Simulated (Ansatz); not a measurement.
# C₃H₇BFGa: vertical ionisation energy

One table from this session's results is given with a row withheld; the runs are named, their logs left out.

Method: unrestricted cation, the program's frozen cores in correlated methods; program: Ansatz 0.2.0, Gaussian basis.

Plan: UKS PBE-D4/def2-TZVPP; UKS r2SCAN-D4/def2-TZVPP; UKS PBE0-D4/def2-TZVPP; UKS B3LYP-D4/def2-TZVPP; UKS wB97X-V/def2-TZVPP; UKS wB97M-V/def2-TZVPP; UKS B2PLYP/def2-TZVPP; UHF-CCSD(T)/def2-TZVPP; UHF-MP2/def2-QZVPP; extrapolation to the limit; then −ε(HOMO) from the neutral's earlier runs with LDA (SPW92), PBE-D4, revPBE-D4, BLYP-D4, r2SCAN-D4, B97M-V, PBE0-D4, B3LYP-D4, r2SCANh-D4, r2SCAN0-D4, HSE06-D4, BHLYP-D4, CAM-B3LYP-D4, LC-ωPBE, ωB97X-V, ωB97M-V.

### The relaxed structure

An earlier PBE0-D4 in a triple-zeta def2 set relaxation fixed the geometry.

13 atoms, charge 0, spin multiplicity 1.

Atoms are counted from 1 here; the program's logs count them from 0.

Bond lengths: C1–C2 1.338 Å, C1–H7 1.086 Å, C1–H8 1.086 Å, C2–B3 1.544 Å, C2–H9 1.089 Å, B3–C4 1.560 Å, B3–Ga5 2.103 Å, C4–H10 1.101 Å, C4–H11 1.093 Å, C4–H12 1.094 Å, Ga5–F6 1.778 Å, Ga5–H13 1.572 Å. Angles: C2–C1–H7 121.5°, C2–C1–H8 122.4°, H7–C1–H8 116.1°, C1–C2–B3 121.1°, C1–C2–H9 117.1°, B3–C2–H9 121.2°, C2–B3–C4 122.1°, C2–B3–Ga5 118.0°, C4–B3–Ga5 119.9°, B3–C4–H10 105.6°, B3–C4–H11 114.6°, B3–C4–H12 114.7°, H10–C4–H11 105.2°, H10–C4–H12 106.4°, H11–C4–H12 109.5°, B3–Ga5–F6 113.9°, B3–Ga5–H13 136.3°, F6–Ga5–H13 109.8°.

Set-up of the first run:

in.yaml

```yaml
crystal:
  periodic: [false, false, false]
  atoms:
    - {symbol: C, position_ang: [-2.152053, -0.521389, -0.004542]}
    - {symbol: C, position_ang: [-1.228599, 0.443796, -0.087081]}
    - {symbol: B, position_ang: [0.278241, 0.115487, -0.015043]}
    - {symbol: C, position_ang: [0.874061, -1.185274, -0.638018]}
    - {symbol: Ga, position_ang: [1.543167, 1.494060, 0.946041]}
    - {symbol: F, position_ang: [1.962644, 2.902995, -0.053284]}
    - {symbol: H, position_ang: [-1.875383, -1.571571, 0.007834]}
    - {symbol: H, position_ang: [-3.212757, -0.306295, 0.088671]}
    - {symbol: H, position_ang: [-1.583312, 1.473341, -0.065594]}
    - {symbol: H, position_ang: [1.374975, -0.866610, -1.565588]}
    - {symbol: H, position_ang: [1.655938, -1.659333, -0.038850]}
    - {symbol: H, position_ang: [0.131950, -1.934407, -0.929054]}
    - {symbol: H, position_ang: [2.231130, 1.615211, 2.354496]}
basis:
  gaussian: {orbitals: def2-TZVPP}
total_charge: 1
magnetization: {spin_polarized: true, initial_magnetization: 1}
hamiltonian: {xc: pbe, dispersion: d4}
```

Run with:

```
> ansatz run in.yaml --threads 2 --pin off --events-out ev --progress --plain --max-ram 32768MiB --backend cuda --devices 0, --max-vram 18GiB
```

Steps of the session up to this table: Cation, UKS PBE-D4/def2-TZVPP; Cation, UKS r2SCAN-D4/def2-TZVPP; Cation, UKS PBE0-D4/def2-TZVPP; Cation, UKS B3LYP-D4/def2-TZVPP; Cation, UKS wB97X-V/def2-TZVPP; Cation, UKS wB97M-V/def2-TZVPP; Cation, UKS B2PLYP (frozen core)/def2-TZVPP; Cation, UHF-CCSD(T)/def2-TZVPP; Cation, UHF-MP2/def2-QZVPP.

One table of the session follows, with a row left open; its other results are not shown here.

For comparison, −ε(HOMO) of the neutral from earlier runs:

```
  functional  −ε(HOMO) (eV)
 LDA (SPW92)           6.18
      PBE-D4           6.05
   revPBE-D4           5.99
     BLYP-D4           5.95
   r2SCAN-D4           6.30
      B97M-V           6.36
     PBE0-D4           7.22
    B3LYP-D4           7.05
  r2SCANh-D4           6.73
  r2SCAN0-D4           7.38
    HSE06-D4           6.83
    BHLYP-D4           8.31
CAM-B3LYP-D4              ?
     LC-ωPBE           9.83
     ωB97X-V           9.49
     ωB97M-V           9.33
```

Estimate the missing values for CAM-B3LYP-D4.

The run gave: −ε(HOMO) (eV): 8.55. In the column «−ε(HOMO) (eV)» it lies between BHLYP-D4 (8.31) and ωB97M-V (9.33).

Caveats from the session: The cation may have settled in a state other than its lowest; no search over hole states beyond the program's own was made.
